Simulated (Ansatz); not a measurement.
# GaH4OS (charge +1): rotation by 180° about the O1–Ga2 bond

Wanted: the energy profile along the rotation by 180° about the O1–Ga2 bond, from relaxed end points and a band of images. SMILES of the start: [OH2+][GaH][SH].

Method: RKS PBE0-D4/def2-SVP, in Ansatz 0.2.0.

## 1. The system as given

Bond lengths: O1–Ga2 2.112 Å, Ga2–S3 2.199 Å, O1–H4 0.972 Å, O1–H5 0.972 Å, Ga2–H6 1.551 Å, S3–H7 1.337 Å. Angles: O1–Ga2–S3 100.9°, O1–Ga2–H6 94.4°, S3–Ga2–H6 164.6°, Ga2–O1–H4 126.1°, Ga2–O1–H5 126.7°, H4–O1–H5 107.2°, Ga2–S3–H7 96.5°.

Coordinates:

```xyz
7

O    -1.2840    0.0693   -0.6041
Ga    0.3129   -0.0143    0.7749
S     2.0360   -0.1042   -0.5886
H    -1.2064    0.0386   -1.5726
H    -2.2287    0.1554   -0.3935
H    -0.6038    0.0465    2.0242
H     2.9740   -0.1913    0.3598
```

## 2. End point A

The input, input.yaml:

```yaml
crystal:
  periodic: [false, false, false]
  atoms:
    - { symbol: O, position_ang: [-1.284, 0.06934, -0.60414] }
    - { symbol: Ga, position_ang: [0.31291, -0.0143, 0.77488] }
    - { symbol: S, position_ang: [2.03598, -0.10418, -0.58855] }
    - { symbol: H, position_ang: [-1.20643, 0.03857, -1.57264] }
    - { symbol: H, position_ang: [-2.2287, 0.1554, -0.39353] }
    - { symbol: H, position_ang: [-0.60376, 0.04652, 2.02421] }
    - { symbol: H, position_ang: [2.97399, -0.19135, 0.35977] }
total_charge: 1
basis:
  gaussian: { orbitals: def2-SVP }
hamiltonian:
  xc: pbe0
  dispersion: d4
relax:
  f_tol: 0.015
  max_steps: 40
```

Command:

```sh
> ansatz run input.yaml --threads 1 --pin off --max-ram 2048MiB --backend cpu --events-out ev --progress --plain --runs-dir out
```

Log, shortened:

```text
Warning: RAYON_NUM_THREADS=1 ignored (pool sized by the plan → 1); use --threads N
[...]
Functional definition: PBE0
[...]
866 factors; integrals over basis functions are off by at most 5.2e-4 eV
[...]
mean field -65295.24308359 eV, -2399.5559246166 hartree, gradient 3.2e-5 eV, S^2 0.000000; 0 other end points of the search recorded, 0 dependent functions left out
[...]
reference -65295.24311037 eV, -2399.5559256008 hartree; 29, 29 occupied and 55, 55 virtual orbitals, 866 factors
relax step   1: F+E_penalty+E_count = -65295.33409418 eV  Δ(F+E_penalty+E_count) = +0.000e0 eV  max|allowed force component| = 1.029e0 eV/Å  Δτ_max = 0.0000 Å  (25 SCF iters, accepted)
[...]
relax step   5: F+E_penalty+E_count = -65295.44437636 eV  Δ(F+E_penalty+E_count) = +7.107e-4 eV  max|allowed force component| = 2.206e-1 eV/Å  Δτ_max = 0.0139 Å  (28 SCF iters, rejected (line search))
[...]
relax step   6: F+E_penalty+E_count = -65295.44610611 eV  Δ(F+E_penalty+E_count) = -1.019e-3 eV  max|allowed force component| = 1.406e-2 eV/Å  Δτ_max = 0.0068 Å  (29 SCF iters, accepted)
866 factors; integrals over basis functions are off by at most 4.3e-4 eV
[...]
mean field -65295.35320053 eV, -2399.5599713394 hartree, gradient 8.4e-6 eV, S^2 0.000000; 1 other end points of the search recorded, 0 dependent functions left out
[...]
reference -65295.35322682 eV, -2399.5599723055 hartree; 29, 29 occupied and 55, 55 virtual orbitals, 866 factors
Total energy: -65295.44613240 eV, -2399.5633865226 hartree
Atom 0 at    -1.249222     0.072023    -0.620259 Å, force    -0.009110     0.001129     0.006547 eV/Å
Atom 1 at     0.251264    -0.008012     0.705722 Å, force     0.000640     0.000120    -0.013629 eV/Å
Atom 2 at     1.952533    -0.111528    -0.596143 Å, force     0.011966    -0.004460     0.004484 eV/Å
Atom 3 at    -1.158078     0.049878    -1.586819 Å, force     0.004544     0.001280     0.000210 eV/Å
Atom 4 at    -2.190701     0.136364    -0.393468 Å, force    -0.010465    -0.000162    -0.001247 eV/Å
Atom 5 at    -0.449982     0.040366     2.068564 Å, force     0.014065    -0.001434    -0.003057 eV/Å
Atom 6 at     2.844175    -0.179092     0.422403 Å, force    -0.011641     0.003526     0.006693 eV/Å
Dipole moment:    -0.833134     0.043024    -0.088145 e Å
```

Wall time 51 s (1 thread of Intel Xeon at 2.50GHz (Skylake/Cascade Lake), shared host); peak memory 0.18 GiB.

The steps of the relaxation:

```tsv
step	energy from step 1 (eV)	largest force component (eV/Å)
1	0.0000	1.0293
2	-0.0796	0.4787
3	-0.1068	0.2641
4	-0.1110	0.1148
5x	-0.1103	0.2206
6	-0.1120	0.0141
```

Step 1 is the start. 1 step was tried and not accepted (5; marked x where the table lists them).

After: Bond lengths: O1–Ga2 2.004 Å, Ga2–S3 2.145 Å, O1–H4 0.971 Å, O1–H5 0.971 Å, Ga2–H6 1.533 Å, S3–H7 1.355 Å. Angles: O1–Ga2–S3 101.2°, O1–Ga2–H6 104.1°, S3–Ga2–H6 154.7°, Ga2–O1–H4 126.0°, Ga2–O1–H5 125.1°, H4–O1–H5 109.0°, Ga2–S3–H7 93.9°.

## 3. Relaxing end B

The second end starts from a geometry with the move made by hand.

The input, input.yaml:

```yaml
crystal:
  periodic: [false, false, false]
  atoms:
    - { symbol: O, position_ang: [-1.284, 0.06934, -0.60414] }
    - { symbol: Ga, position_ang: [0.31291, -0.0143, 0.77488] }
    - { symbol: S, position_ang: [-0.7806, 0.04261, 2.68197] }
    - { symbol: H, position_ang: [-1.20643, 0.03857, -1.57264] }
    - { symbol: H, position_ang: [-2.2287, 0.1554, -0.39353] }
    - { symbol: H, position_ang: [1.41146, -0.08465, -0.31738] }
    - { symbol: H, position_ang: [0.29629, 0.02424, 3.47363] }
total_charge: 1
basis:
  gaussian: { orbitals: def2-SVP }
hamiltonian:
  xc: pbe0
  dispersion: d4
relax:
  f_tol: 0.015
  max_steps: 40
output:
  orbitals: {}
```

Command:

```sh
> ansatz run input.yaml --threads 1 --pin off --max-ram 2048MiB --backend cpu --events-out ev --progress --plain --runs-dir out
```

Log, shortened:

```text
Warning: RAYON_NUM_THREADS=1 ignored (pool sized by the plan → 1); use --threads N
[...]
Functional definition: PBE0
[...]
866 factors; integrals over basis functions are off by at most 5.2e-4 eV
[...]
mean field -65295.24381034 eV, -2399.5559513241 hartree, gradient 3.2e-5 eV, S^2 0.000000; 0 other end points of the search recorded, 0 dependent functions left out
[...]
reference -65295.24383712 eV, -2399.5559523083 hartree; 29, 29 occupied and 55, 55 virtual orbitals, 866 factors
relax step   1: F+E_penalty+E_count = -65295.33481151 eV  Δ(F+E_penalty+E_count) = +0.000e0 eV  max|allowed force component| = 1.033e0 eV/Å  Δτ_max = 0.0000 Å  (25 SCF iters, accepted)
[...]
relax step   5: F+E_penalty+E_count = -65295.44610089 eV  Δ(F+E_penalty+E_count) = -9.579e-4 eV  max|allowed force component| = 7.052e-2 eV/Å  Δτ_max = 0.0268 Å  (28 SCF iters, accepted)
[...]
mean field -65295.35371663 eV, -2399.5599903056 hartree, gradient 8.5e-6 eV, S^2 0.000000; 1 other end points of the search recorded, 0 dependent functions left out
[...]
reference -65295.35374288 eV, -2399.5599912705 hartree; 29, 29 occupied and 55, 55 virtual orbitals, 866 factors
Total energy: -65295.44651256 eV, -2399.5634004933 hartree
Atom 0 at    -1.294355     0.071199    -0.575414 Å, force     0.003061    -0.000342    -0.002428 eV/Å
Atom 1 at     0.224747    -0.010137     0.727756 Å, force     0.008358    -0.001792    -0.000758 eV/Å
Atom 2 at    -0.797927     0.062025     2.611361 Å, force     0.000494     0.002387    -0.003087 eV/Å
Atom 3 at    -1.202037     0.054483    -1.541510 Å, force     0.003637     0.000149    -0.006732 eV/Å
Atom 4 at    -2.236590     0.135035    -0.349988 Å, force    -0.009166    -0.000178     0.008167 eV/Å
Atom 5 at     1.475117    -0.091208    -0.156500 Å, force    -0.006111     0.001250     0.005608 eV/Å
Atom 6 at     0.351975     0.009812     3.327084 Å, force    -0.000273    -0.001473    -0.000769 eV/Å
Dipole moment:    -0.213333     0.009773    -0.823242 e Å
```

It took 52 s on 1 thread of Intel Xeon at 2.50GHz (Skylake/Cascade Lake), shared host; peak memory 0.18 GiB.

Relaxation path:

```tsv
step	energy from step 1 (eV)	largest force component (eV/Å)
1	0.0000	1.0330
2	-0.0792	0.4295
3	-0.1062	0.2540
4	-0.1103	0.1054
5	-0.1113	0.0705
6	-0.1117	0.0092
```

Step 1 is the start.

After: Bond lengths: O1–Ga2 2.003 Å, Ga2–S3 2.145 Å, O1–H4 0.971 Å, O1–H5 0.971 Å, Ga2–H6 1.534 Å, S3–H7 1.355 Å. Angles: O1–Ga2–S3 102.0°, O1–Ga2–H6 104.2°, S3–Ga2–H6 153.8°, Ga2–O1–H4 125.1°, Ga2–O1–H5 126.0°, H4–O1–H5 108.9°, Ga2–S3–H7 93.3°.

## 4. The band

crystal.atoms is end A as relaxed above, and neb.final_atoms is end B, turned to lie on A. With 5 inner images the band has 7 in all.

The input, input.yaml:

```yaml
crystal:
  periodic: [false, false, false]
  atoms:
    - { symbol: O, position_ang: [-1.249222, 0.072023, -0.620259] }
    - { symbol: Ga, position_ang: [0.251264, -0.008012, 0.705722] }
    - { symbol: S, position_ang: [1.952533, -0.111528, -0.596143] }
    - { symbol: H, position_ang: [-1.158078, 0.049878, -1.586819] }
    - { symbol: H, position_ang: [-2.190701, 0.136364, -0.393468] }
    - { symbol: H, position_ang: [-0.449982, 0.040366, 2.068564] }
    - { symbol: H, position_ang: [2.844175, -0.179092, 0.422403] }
total_charge: 1
basis:
  gaussian: { orbitals: def2-SVP }
hamiltonian:
  xc: pbe0
  dispersion: d4
neb:
  order_check: false
  images: 5
  f_tol: 0.05
  max_iterations: 45
  initial_path: idpp
  final_atoms:
    - { symbol: O, position_ang: [-1.25527976, 0.07237406, -0.62093516] }
    - { symbol: Ga, position_ang: [0.25418975, -0.01057937, 0.69327906] }
    - { symbol: S, position_ang: [1.9643842, -0.11530245, -0.59641286] }
    - { symbol: H, position_ang: [-2.19545261, 0.13329029, -0.38746622] }
    - { symbol: H, position_ang: [-1.17115614, 0.05686084, -1.58808627] }
    - { symbol: H, position_ang: [-0.43568065, 0.03673059, 2.06212782] }
    - { symbol: H, position_ang: [2.8389842, -0.17337496, 0.43749363] }
```

Command:

```sh
> ansatz run input.yaml --threads 1 --pin off --max-ram 2048MiB --backend cpu --events-out ev --progress --plain --runs-dir out
```

Log, shortened:

```text
Warning: RAYON_NUM_THREADS=1 ignored (pool sized by the plan → 1); use --threads N
[...]
Functional definition: PBE0
[...]
867 factors; integrals over basis functions are off by at most 4.3e-4 eV
[...]
mean field -65295.35320547 eV, -2399.5599715210 hartree, gradient 2.7e-5 eV, S^2 0.000000; 0 other end points of the search recorded, 0 dependent functions left out
[...]
reference -65295.35323177 eV, -2399.5599724875 hartree; 29, 29 occupied and 55, 55 virtual orbitals, 867 factors
867 factors; integrals over basis functions are off by at most 8.1e-4 eV
[...]
mean field -65295.35371917 eV, -2399.5599903990 hartree, gradient 2.7e-5 eV, S^2 0.000000; 0 other end points of the search recorded, 0 dependent functions left out
[...]
reference -65295.35374544 eV, -2399.5599913645 hartree; 29, 29 occupied and 55, 55 virtual orbitals, 867 factors
[...]
NEB iter   5: max|band force component| = 2.267e-2 eV/Å  barrier→ = 0.1354 eV  barrier← = 0.1357 eV  CI = image 3  Δτ_max = 0.0000 Å  (261 SCF iters)
Total energy: -65295.31077842 eV, -2399.5584123557 hartree
Atom 0 at    -1.285751    -0.126596    -0.606438 Å, force    -0.003560     0.001398    -0.002608 eV/Å
Atom 1 at     0.292770    -0.150593     0.687609 Å, force     0.000020     0.000063     0.006289 eV/Å
Atom 2 at     1.853860     0.658703    -0.533177 Å, force    -0.001569    -0.005533    -0.002660 eV/Å
Atom 3 at    -1.512163    -0.831171    -1.234157 Å, force     0.000812    -0.003082    -0.002601 eV/Å
Atom 4 at    -1.884132     0.621608    -0.761444 Å, force     0.004931     0.003142     0.003600 eV/Å
Atom 5 at    -0.250103    -0.727740     2.000479 Å, force     0.000199    -0.001093    -0.002139 eV/Å
Atom 6 at     2.785508     0.555789     0.447128 Å, force    -0.000833     0.005105     0.000119 eV/Å
Dipole moment:    -0.781358    -0.163118    -0.126001 e Å
this run last wrote the band of iteration 5 to <dir>
```

Run time: 3.4 min. Hardware: 1 thread of Intel Xeon at 2.50GHz (Skylake/Cascade Lake), shared host; peak memory 0.19 GiB.

## 5. Images and barrier

The 5 inner images lie between the fixed ends 0 and 6. Energy is taken from image 0, and the path length is the program's own coordinate along the band.

```tsv
image	path (Å)	energy (eV)	dihedral H5–O1–Ga2–S3 (°)	band force (eV/Å)
0	0.000	0.0000	-179	-
1	0.539	0.0340	-147	0.006
2	1.077	0.1021	-116	0.010
3*	1.616	0.1354	-86	0.006
4	2.157	0.1012	-56	0.023
5	2.698	0.0325	-28	0.011
6	3.240	-0.0004	1	-
```

The star marks the climbing image.

image, energy (eV) and a bar:
```
        0      0.000 
        1      0.034 ########
        2      0.102 #######################
        3      0.135 ##############################
        4      0.101 ######################
        5      0.033 #######
        6      0.000
```

The top of the band by iteration:

```tsv
iteration	highest image above image 0 (eV)	largest band force (eV/Å)
1	0.1697	0.390
2	0.1476	0.226
3	0.1446	0.302
4	0.1362	0.115
5	0.1354	0.023
```

Positions of all images (Å):

```xyz
7
image=0 dE=0.0000
O    -1.249    0.072   -0.620
Ga    0.251   -0.008    0.706
S     1.953   -0.112   -0.596
H    -1.158    0.050   -1.587
H    -2.191    0.136   -0.393
H    -0.450    0.040    2.069
H     2.844   -0.179    0.422
7
image=1 dE=0.0340
O    -1.270   -0.017   -0.606
Ga    0.260   -0.047    0.703
S     1.941    0.194   -0.604
H    -1.223   -0.311   -1.530
H    -2.155    0.343   -0.438
H    -0.396   -0.209    2.079
H     2.844    0.046    0.396
7
image=2 dE=0.1021
O    -1.283   -0.078   -0.603
Ga    0.275   -0.103    0.701
S     1.906    0.429   -0.581
H    -1.352   -0.605   -1.415
H    -2.040    0.528   -0.568
H    -0.333   -0.469    2.060
H     2.827    0.298    0.406
7
image=3 dE=0.1354
O    -1.286   -0.127   -0.606
Ga    0.293   -0.151    0.688
S     1.854    0.659   -0.533
H    -1.512   -0.831   -1.234
H    -1.884    0.622   -0.761
H    -0.250   -0.728    2.000
H     2.786    0.556    0.447
7
image=4 dE=0.1012
O    -1.277   -0.181   -0.609
Ga    0.310   -0.195    0.656
S     1.782    0.887   -0.460
H    -1.672   -0.963   -1.026
H    -1.691    0.609   -0.991
H    -0.151   -0.977    1.891
H     2.698    0.820    0.538
7
image=5 dE=0.0325
O    -1.231   -0.241   -0.642
Ga    0.333   -0.232    0.624
S     1.678    1.124   -0.348
H    -1.813   -1.000   -0.808
H    -1.495    0.486   -1.228
H    -0.060   -1.200    1.746
H     2.589    1.063    0.655
7
image=6 dE=-0.0004
O    -1.257    0.076   -0.617
Ga    0.256   -0.014    0.692
S     1.962   -0.113   -0.603
H    -2.197    0.136   -0.380
H    -1.176    0.065   -1.584
H    -0.429    0.028    2.064
H     2.840   -0.177    0.427
```

## 6. Vibrations at the top

The geometry is the highest inner image of the first converged band.

The input, input.yaml:

```yaml
crystal:
  periodic: [false, false, false]
  atoms:
    - { symbol: O, position_ang: [-1.285751, -0.126596, -0.606438] }
    - { symbol: Ga, position_ang: [0.29277, -0.150593, 0.687609] }
    - { symbol: S, position_ang: [1.85386, 0.658703, -0.533177] }
    - { symbol: H, position_ang: [-1.512163, -0.831171, -1.234157] }
    - { symbol: H, position_ang: [-1.884132, 0.621608, -0.761444] }
    - { symbol: H, position_ang: [-0.250103, -0.72774, 2.000479] }
    - { symbol: H, position_ang: [2.785508, 0.555789, 0.447128] }
total_charge: 1
basis:
  gaussian: { orbitals: def2-SVP }
hamiltonian:
  xc: pbe0
  dispersion: d4
phonons: {}
```

Command:

```sh
> ansatz run input.yaml --threads 1 --pin off --max-ram 2048MiB --backend cpu --events-out ev --progress --plain --runs-dir out
```

Log, shortened:

```text
Warning: RAYON_NUM_THREADS=1 ignored (pool sized by the plan → 1); use --threads N
[...]
Functional definition: PBE0
[...]
868 factors; integrals over basis functions are off by at most 2.6e-4 eV
[...]
mean field -65295.21844708 eV, -2399.5550192414 hartree, gradient 1.6e-5 eV, S^2 0.000000; 0 other end points of the search recorded, 0 dependent functions left out
[...]
reference -65295.21847374 eV, -2399.5550202211 hartree; 29, 29 occupied and 55, 55 virtual orbitals, 868 factors
[...]
868 factors; integrals over basis functions are off by at most 2.6e-4 eV
[...]
mean field -65295.21832096 eV, -2399.5550146068 hartree, gradient 1.3e-6 eV, S^2 0.000000; 0 other end points of the search recorded, 0 dependent functions left out
[...]
reference -65295.21834763 eV, -2399.5550155868 hartree; 29, 29 occupied and 55, 55 virtual orbitals, 868 factors
[...]
868 factors; integrals over basis functions are off by at most 2.6e-4 eV
[...]
WARN: phonons: modes at or below zero, which the zero-point energy, F, S and C_V leave out: 1, the lowest at -251.15 cm⁻¹. A minimum has none, and a first-order saddle one
Total energy: -65295.31078966 eV, -2399.5584127689 hartree
Atom 0 at    -1.285751    -0.126596    -0.606438 Å, force    -0.003584     0.001383    -0.002631 eV/Å
Atom 1 at     0.292770    -0.150593     0.687609 Å, force    -0.000040     0.000050     0.006366 eV/Å
Atom 2 at     1.853860     0.658703    -0.533177 Å, force    -0.001488    -0.005466    -0.002737 eV/Å
Atom 3 at    -1.512163    -0.831171    -1.234157 Å, force     0.000807    -0.003088    -0.002601 eV/Å
Atom 4 at    -1.884132     0.621608    -0.761444 Å, force     0.004936     0.003146     0.003600 eV/Å
Atom 5 at    -0.250103    -0.727740     2.000479 Å, force     0.000201    -0.001103    -0.002127 eV/Å
Atom 6 at     2.785508     0.555789     0.447128 Å, force    -0.000833     0.005078     0.000130 eV/Å
Dipole moment:    -0.781358    -0.163118    -0.126000 e Å
Vibrations: -251.15 130.64 134.09 293.58 377.83 432.41 458.62 581.88 605.19 731.63 1617.57 2123.34 2688.73 3782.36 3868.85 cm⁻¹, zero-point energy 1.105116 eV
```

Run time: 3.2 min. Hardware: 1 thread of Intel Xeon at 2.50GHz (Skylake/Cascade Lake), shared host; peak memory 0.18 GiB.

Of 15 modes, 1 is imaginary by more than 30 cm⁻¹ (251i cm⁻¹).

## 7. Another band, settings changed

crystal.atoms is end A as relaxed above, and neb.final_atoms is end B, turned to lie on A. With 1 inner images the band has 3 in all.

The input, input.yaml:

```yaml
crystal:
  periodic: [false, false, false]
  atoms:
    - { symbol: O, position_ang: [-1.249222, 0.072023, -0.620259] }
    - { symbol: Ga, position_ang: [0.251264, -0.008012, 0.705722] }
    - { symbol: S, position_ang: [1.952533, -0.111528, -0.596143] }
    - { symbol: H, position_ang: [-1.158078, 0.049878, -1.586819] }
    - { symbol: H, position_ang: [-2.190701, 0.136364, -0.393468] }
    - { symbol: H, position_ang: [-0.449982, 0.040366, 2.068564] }
    - { symbol: H, position_ang: [2.844175, -0.179092, 0.422403] }
total_charge: 1
basis:
  gaussian: { orbitals: def2-SVP }
hamiltonian:
  xc: pbe0
  dispersion: d4
neb:
  order_check: false
  images: 1
  f_tol: 0.05
  max_iterations: 60
  initial_path: idpp
  climbing: true
  final_atoms:
    - { symbol: O, position_ang: [-1.25527976, 0.07237406, -0.62093516] }
    - { symbol: Ga, position_ang: [0.25418975, -0.01057937, 0.69327906] }
    - { symbol: S, position_ang: [1.9643842, -0.11530245, -0.59641286] }
    - { symbol: H, position_ang: [-2.19545261, 0.13329029, -0.38746622] }
    - { symbol: H, position_ang: [-1.17115614, 0.05686084, -1.58808627] }
    - { symbol: H, position_ang: [-0.43568065, 0.03673059, 2.06212782] }
    - { symbol: H, position_ang: [2.8389842, -0.17337496, 0.43749363] }
```

Command:

```sh
> ansatz run input.yaml --threads 1 --pin off --max-ram 2048MiB --backend cpu --events-out ev --progress --plain --runs-dir out
```

Log, shortened:

```text
Warning: RAYON_NUM_THREADS=1 ignored (pool sized by the plan → 1); use --threads N
[...]
Functional definition: PBE0
[...]
867 factors; integrals over basis functions are off by at most 4.3e-4 eV
[...]
mean field -65295.35320547 eV, -2399.5599715210 hartree, gradient 2.7e-5 eV, S^2 0.000000; 0 other end points of the search recorded, 0 dependent functions left out
[...]
reference -65295.35323177 eV, -2399.5599724875 hartree; 29, 29 occupied and 55, 55 virtual orbitals, 867 factors
867 factors; integrals over basis functions are off by at most 8.1e-4 eV
[...]
mean field -65295.35371917 eV, -2399.5599903990 hartree, gradient 2.7e-5 eV, S^2 0.000000; 0 other end points of the search recorded, 0 dependent functions left out
[...]
reference -65295.35374544 eV, -2399.5599913645 hartree; 29, 29 occupied and 55, 55 virtual orbitals, 867 factors
[...]
NEB iter   5: max|band force component| = 1.110e-2 eV/Å  barrier→ = 0.1352 eV  barrier← = 0.1356 eV  CI = image 1  Δτ_max = 0.0000 Å  (55 SCF iters)
Total energy: -65295.31089591 eV, -2399.5584166733 hartree
Atom 0 at    -1.300117    -0.056373    -0.589605 Å, force     0.002959     0.011174     0.002555 eV/Å
Atom 1 at     0.287707    -0.138805     0.692399 Å, force    -0.004664    -0.007879     0.001009 eV/Å
Atom 2 at     1.895798     0.477584    -0.579021 Å, force    -0.002358    -0.001173    -0.002747 eV/Å
Atom 3 at    -1.600556    -0.774415    -1.169099 Å, force     0.002606    -0.010170     0.002561 eV/Å
Atom 4 at    -1.822888     0.735559    -0.793007 Å, force     0.005305     0.005126    -0.001344 eV/Å
Atom 5 at    -0.285322    -0.603633     2.036571 Å, force    -0.000112    -0.001218    -0.000979 eV/Å
Atom 6 at     2.825369     0.360082     0.401763 Å, force    -0.003737     0.004141    -0.001056 eV/Å
Dipole moment:    -0.791444    -0.103520    -0.113092 e Å
this run last wrote the band of iteration 5 to <dir>
```

Run time: 49 s. Hardware: 1 thread of Intel Xeon at 2.50GHz (Skylake/Cascade Lake), shared host; peak memory 0.19 GiB.

## 8. The band, image by image

Images 0 and 2 are the ends. Energies count from image 0; the path length is the program's own measure over all atoms.

```tsv
image	path (Å)	energy (eV)	dihedral H5–O1–Ga2–S3 (°)	band force (eV/Å)
0	0.000	0.0000	-179	-
1*	1.530	0.1352	-85	0.011
2	3.026	-0.0004	1	-
```

The star marks the climbing image.

image, energy (eV) and a bar:
```
        0      0.000 
        1      0.135 ##############################
        2      0.000
```

## 9. Results

| quantity | value |
| --- | --- |
| end A | 4 moves, 0.112 eV lower |
| end B | 5 moves, 0.112 eV lower |
| first band: barrier forwards | 0.14 eV |
| first band: barrier backwards | 0.14 eV |
| first band: second end relative to first | 0.000 eV |
| first band: highest image | 3 of 0 to 6, climbing |
| first band: band iterations | 5 |
| imaginary modes at the top | 251i cm⁻¹ |
| second band | top 0.135 eV above image 0, 5 iterations, 1 inner image |
| time, first and second band | 3.4 min and 49 s |

In the first band: the barrier from the first end is 0.14 eV, 5 times kT at 300 K; with a typical attempt rate of 10^13 per second that is roughly 10^11 events a second. The two ends lie within 1 meV of each other. The listed dihedral goes from -179° at end A through -86° at the highest image to 1° at end B. One imaginary mode, as a first-order saddle point has. The second band's top agrees with the first's to 1 meV, so the changed settings hardly move the height. These are electronic energies, with no zero-point or thermal terms.
